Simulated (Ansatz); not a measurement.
**ZrH (quartet): the correlation ladder at distance Zr1–H2 = 3.504 Å, def2-TZVP**

An exercise on one series of results from a longer session: the logs are not shown, and one member is left open.

The runs use Ansatz 0.2.0, Gaussian basis; def2-TZVP, core rule «outside noble gas», up to 4 orbitals frozen.

The runs, in order: UHF; CCSD(T) on ROHF; CCSD(T) on UHF; CISD as a restricted active space (open shells left free, so some higher excitations enter); CCSDT(Q) on ROHF; CCSDT(Q) on UHF; CASSCF and MRCISD+Q, 5 electrons in 5 orbitals; CASSCF and NEVPT2, 5 electrons in 5 orbitals; Full CI.

38 further runs of the same task are left out: 21 for a known fault of the program, 9 that didn't finish, 8 set aside as unsound or not needed. Runs told in other sessions of the task aren't counted.

### The geometry

The geometry derives from a PBE0/def2-TZVP stationary point (not a proven minimum). One bond is set to the value named and the two fragments are kept rigid. No spin-orbit coupling is included. Elements past krypton take def2 core potentials.

2 atoms, charge 0, spin multiplicity 4.

Atoms are counted from 1 here; the program's logs count them from 0.

No contacts short enough for the rule that draws bonds.

Set-up of the first run:

in.yaml

```yaml
crystal:
  periodic: [false, false, false]
  atoms:
    - {symbol: Zr, position_ang: [0.000000, 0.000000, 0.000000]}
    - {symbol: H, position_ang: [0.000000, 0.000000, 3.504000]}
basis:
  gaussian: {orbitals: def2-TZVP}
magnetization: {spin_polarized: true, initial_magnetization: 3}
hamiltonian: {xc: hf}
output: {orbitals: {seedname: orbitals}}
```

Launch:

```
$ ansatz run in.yaml --threads 1 --pin off --events-out ev --progress --plain --max-ram 2393MiB
```

Among the steps run: UHF; CCSD(T) on ROHF; CCSD(T) on UHF; CISD as a restricted active space (open shells left free, so some higher excitations enter); CCSDT(Q) on ROHF; CCSDT(Q) on UHF; CASSCF and MRCISD+Q, 5 electrons in 5 orbitals; CASSCF and NEVPT2, 5 electrons in 5 orbitals; Full CI.

One table of the session follows, with a row left open; its other results are not shown here.

It belongs to the step «Misses and costs». 

| method | from FCI (meV) |
| --- | --- |
| ROHF | ? |
| UHF | +1411.8 |
| RMP2 | +542.5 |
| UMP2 | +534.5 |
| CISD | +111.9 |
| RCCSD | +103.6 |
| UCCSD | +9.8 |
| RCCSD(T) | +35.0 |
| UCCSD(T) | -50.7 |
| RCCSDT | -4.3 |
| UCCSDT | -88.4 |
| RCCSDT(Q) | -7.6 |
| UCCSDT(Q) | -91.3 |
| CASSCF pair | +1121.9 |
| NEVPT2 pair | +557.0 |
| MRCISD pair | +199.3 |
| MRCISD+Q pair | +130.6 |
| FCI | 0 |

Q: Estimate the row for ROHF from the others.

**Answer.** from FCI (meV): +1675.4. In the column «from FCI (meV)» it is the highest.

Caveats from the session: UCCSD(T), RCCSDT, UCCSDT, RCCSDT(Q), UCCSDT(Q) fall below full CI: unrestricted runs freeze a spin-polarised core, another one than full CI's, and coupled cluster isn't variational. Levels on UHF freeze UHF's core orbitals, full CI those of ROHF, so the U rows can settle a little off it for that reason alone. Restricted and unrestricted rows rest on different reference determinants; a gap between their highest levels can come from leftover correlation error, from unlike frozen cores or from another state.
